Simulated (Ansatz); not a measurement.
# CH₄S₂Si: a ladder of functionals and wavefunction methods

One table from this session's results is given with a row withheld; the runs are named, their logs left out.

Method: functionals in def2-TZVPP, the program's frozen cores in correlated methods; program: Ansatz 0.2.0, Gaussian basis.

Plan: PBE-D4, r2SCAN-D4, PBE0-D4, B3LYP-D4, ωB97X-V, ωB97M-V, B2PLYP; CCSD(T)/def2-TZVPP; CCSD(T)/def2-QZVPP; extrapolation to the limit.

**The geometry**

An earlier PBE0-D4 in a triple-zeta def2 set relaxation fixed the geometry.

SMILES `CS[Si]S`, 8 atoms, charge 0, spin multiplicity 1.

Atoms are counted from 1 here; the program's logs count them from 0.

Bond lengths: C1–S2 1.808 Å, C1–H5 1.090 Å, C1–H6 1.090 Å, C1–H7 1.090 Å, S2–Si3 2.128 Å, Si3–S4 2.147 Å, S4–H8 1.344 Å. Angles: S2–C1–H5 110.8°, S2–C1–H6 106.8°, S2–C1–H7 110.8°, H5–C1–H6 108.9°, H5–C1–H7 110.5°, H6–C1–H7 108.9°, C1–S2–Si3 113.3°, S2–Si3–S4 106.0°, Si3–S4–H8 102.9°.

The first run:

The input, in.yaml:

```yaml
crystal:
  periodic: [false, false, false]
  atoms:
    - {symbol: C, position_ang: [0.240905, 0.018939, -1.072426]}
    - {symbol: S, position_ang: [-1.261035, 0.842881, -0.494854]}
    - {symbol: Si, position_ang: [-1.545788, 0.692616, 1.608992]}
    - {symbol: S, position_ang: [0.122775, -0.436197, 2.352587]}
    - {symbol: H, position_ang: [1.126534, 0.464612, -0.619355]}
    - {symbol: H, position_ang: [0.285854, 0.164897, -2.151552]}
    - {symbol: H, position_ang: [0.202008, -1.050056, -0.862717]}
    - {symbol: H, position_ang: [0.828746, -0.697692, 1.239335]}
basis:
  gaussian: {orbitals: def2-TZVPP}
hamiltonian: {xc: pbe, dispersion: d4}
output: {forces: true, orbitals: {seedname: orbitals}}
```

Command:

```console
> ansatz run in.yaml --threads 2 --pin off --events-out ev --progress --plain --max-ram 32768MiB --backend cpu
```

Steps of the session up to this table: PBE-D4 (GGA); r2SCAN-D4 (meta-GGA); PBE0-D4 (hybrid); B3LYP-D4 (hybrid); ωB97X-V (range-separated); ωB97M-V (range-separated); B2PLYP (double hybrid); CCSD(T) in def2-TZVPP; CCSD(T) in def2-QZVPP.

One table of the session follows, with a row left open; its other results are not shown here.

It belongs to the step «Atomisation energies». 

```
            method  atomisation energy (kJ/mol)
            PBE-D4                       2729.7
         r2SCAN-D4                       2682.1
           PBE0-D4                       2678.2
          B3LYP-D4                       2662.1
           ωB97X-V                       2678.5
           ωB97M-V                       2691.4
            B2PLYP                            ?
     HF/def2-TZVPP                       1880.7
    MP2/def2-TZVPP                       2610.9
   CCSD/def2-TZVPP                       2525.8
CCSD(T)/def2-TZVPP                       2579.3
           MP2/CBS                       2697.8
       CCSD(T)/CBS                       2667.9
```

**Question.** Estimate the row for B2PLYP.

The run gave: atomisation energy (kJ/mol): 2619.6. In the column «atomisation energy (kJ/mol)» it lies between MP2/def2-TZVPP (2610.9) and B3LYP-D4 (2662.1).

To keep in mind: Free atoms (1 C, 2 S, 1 Si, 4 H) were run apart at each level; the atomisation energy is their sum less the molecule, without zero-point or spin-orbit terms.
